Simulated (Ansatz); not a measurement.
I need a short molecular-dynamics run of Ti2H, space group Pn-3m. Use the Python package of Ansatz (0.2.0). Settings: PBEsol, PAW, cutoff 517 eV, 2×2×2 k-points, Fermi-Dirac smearing of 0.1 eV, D3BJATM dispersion.

```
Ti H
1.0
     4.22920    0.00000    0.00000
     0.00000    4.22920    0.00000
     0.00000    0.00000    4.22920
Ti H
4 2
Cartesian
  1.0573 3.1719 1.0573
  3.1719 1.0573 1.0573
  1.0573 1.0573 3.1719
  3.1719 3.1719 3.1719
  0.0000 0.0000 0.0000
  2.1146 2.1146 2.1146
```

`ti2h_md.py`:
```python
'''Born-Oppenheimer dynamics of Ti2H.'''

import ansatz as az
import numpy as np

OCCUPATIONS = 'fermi_dirac'
WIDTH_EV = 0.1
XC = 'PBEsol'
VDW = 'd3bjatm'
KMESH = (2, 2, 2)
N_STEPS = 25
TEMPERATURE_K = 300


def main() -> None:
    vectors = np.array([
        [4.2292, 0.0, 0.0],
        [0.0, 4.2292, 0.0],
        [0.0, 0.0, 4.2292],
    ])
    ti2h = (
        az.Lattice.of(vectors)
        .atom('Ti', (0.25, 0.75, 0.25))
        .atom('Ti', (0.75, 0.25, 0.25))
        .atom('Ti', (0.25, 0.25, 0.75))
        .atom('Ti', (0.75, 0.75, 0.75))
        .atom('H', (0.0, 0.0, 0.0))
        .atom('H', (0.5, 0.5, 0.5))
    )

    # a small cell and a short run: a test of the set-up, no statistics
    job = (
        ti2h.calculation()
        .occupations(OCCUPATIONS, width=WIDTH_EV)
        .basis(38 * az.Ry)
        .functional(XC, dispersion=VDW)
        .kpoints(*KMESH)
        .md(az.Ensemble.NVT_LANGEVIN, timestep=0.5, steps=N_STEPS, temperature=TEMPERATURE_K, seed=811)
    )
    steps = []


    def follow(event):
        if event['event'] != 'md_step':
            return
        row = event['data']
        steps.append(row)
        print(f't = {row["time_fs"]:6.1f} fs  E_pot = {row["lagrangian_ev"]:.4f} eV  E_kin = {row["e_kin_ev"]:.4f} eV  T = {row["temperature_k"]:7.1f} K')


    result = job.session().plan(threads=1).execute(on_event=follow)
    report = result.report

    temperature = np.array([s['temperature_k'] for s in steps])
    print(f'mean temperature of the second half {temperature[len(steps) // 2 :].mean():.1f} K')

    track = np.array([s['positions_ang'] for s in steps])
    names = np.array([site.symbol for site in result.lattice.sites])
    for name in sorted(set(names)):
        msd = ((track[:, names == name] - track[0, names == name]) ** 2).sum(axis=2).mean(axis=1)
        print(f'mean square displacement of {name} (A^2):', np.round(msd[:: max(len(msd) // 6, 1)], 4))


if __name__ == '__main__':
    main()
```

```console
$ python ti2h_md.py
DeckWarning: md: disabling space-group detection — thermal motion breaks the input geometry's symmetry, so no spatial operation reduces the k-mesh or symmetrises the density; time reversal is kept, [...]
t =    0.0 fs  E_pot = -9930.0228 eV  E_kin = 0.0000 eV  T =     0.0 K
t =    0.5 fs  E_pot = -9930.0228 eV  E_kin = 0.0021 eV  T =     2.7 K
t =    1.0 fs  E_pot = -9930.0228 eV  E_kin = 0.0035 eV  T =     4.5 K
t =    1.5 fs  E_pot = -9930.0227 eV  E_kin = 0.0047 eV  T =     6.0 K
t =    2.0 fs  E_pot = -9930.0226 eV  E_kin = 0.0072 eV  T =     9.3 K
t =    2.5 fs  E_pot = -9930.0225 eV  E_kin = 0.0081 eV  T =    10.5 K
t =    3.0 fs  E_pot = -9930.0223 eV  E_kin = 0.0131 eV  T =    17.0 K
t =    3.5 fs  E_pot = -9930.0221 eV  E_kin = 0.0208 eV  T =    26.8 K
t =    4.0 fs  E_pot = -9930.0218 eV  E_kin = 0.0228 eV  T =    29.4 K
t =    4.5 fs  E_pot = -9930.0213 eV  E_kin = 0.0218 eV  T =    28.2 K
t =    5.0 fs  E_pot = -9930.0208 eV  E_kin = 0.0211 eV  T =    27.2 K
t =    5.5 fs  E_pot = -9930.0203 eV  E_kin = 0.0178 eV  T =    23.0 K
t =    6.0 fs  E_pot = -9930.0198 eV  E_kin = 0.0212 eV  T =    27.3 K
t =    6.5 fs  E_pot = -9930.0191 eV  E_kin = 0.0240 eV  T =    30.9 K
t =    7.0 fs  E_pot = -9930.0184 eV  E_kin = 0.0241 eV  T =    31.1 K
t =    7.5 fs  E_pot = -9930.0176 eV  E_kin = 0.0288 eV  T =    37.2 K
t =    8.0 fs  E_pot = -9930.0168 eV  E_kin = 0.0282 eV  T =    36.3 K
t =    8.5 fs  E_pot = -9930.0163 eV  E_kin = 0.0259 eV  T =    33.4 K
t =    9.0 fs  E_pot = -9930.0159 eV  E_kin = 0.0274 eV  T =    35.3 K
t =    9.5 fs  E_pot = -9930.0156 eV  E_kin = 0.0279 eV  T =    35.9 K
t =   10.0 fs  E_pot = -9930.0152 eV  E_kin = 0.0295 eV  T =    38.0 K
t =   10.5 fs  E_pot = -9930.0148 eV  E_kin = 0.0298 eV  T =    38.4 K
t =   11.0 fs  E_pot = -9930.0145 eV  E_kin = 0.0287 eV  T =    37.0 K
t =   11.5 fs  E_pot = -9930.0145 eV  E_kin = 0.0352 eV  T =    45.4 K
t =   12.0 fs  E_pot = -9930.0148 eV  E_kin = 0.0411 eV  T =    53.1 K
t =   12.5 fs  E_pot = -9930.0153 eV  E_kin = 0.0430 eV  T =    55.4 K
mean temperature of the second half 39.0 K
mean square displacement of H (A^2): [0.     0.     0.0002 0.0005 0.0011 0.0015 0.0015]
mean square displacement of Ti (A^2): [0.     0.     0.     0.     0.0001 0.0001 0.0002]
```
(Warnings from the package without file and line, shortened.)

Notes:
- Absolute energies stand on the zero of these potentials, so only differences at equal settings mean something. A total without «per atom» is that of the whole cell that was run.
- Dispersion corrections can be off by several per cent in the lattices of metals, and by several GPa in the pressure at a fixed cell.
- For a metal this mesh is far too coarse, so the numbers only illustrate the procedure.
- The structure comes from a database of computed cells and needn't be a stable or known phase.
- A small cell, a coarse mesh and a very short run: it shows the set-up and gives no equilibrium averages.
- Finished in 43 s on 1 thread of Arm Neoverse V1 (shared host), peak memory 0.43 GiB.
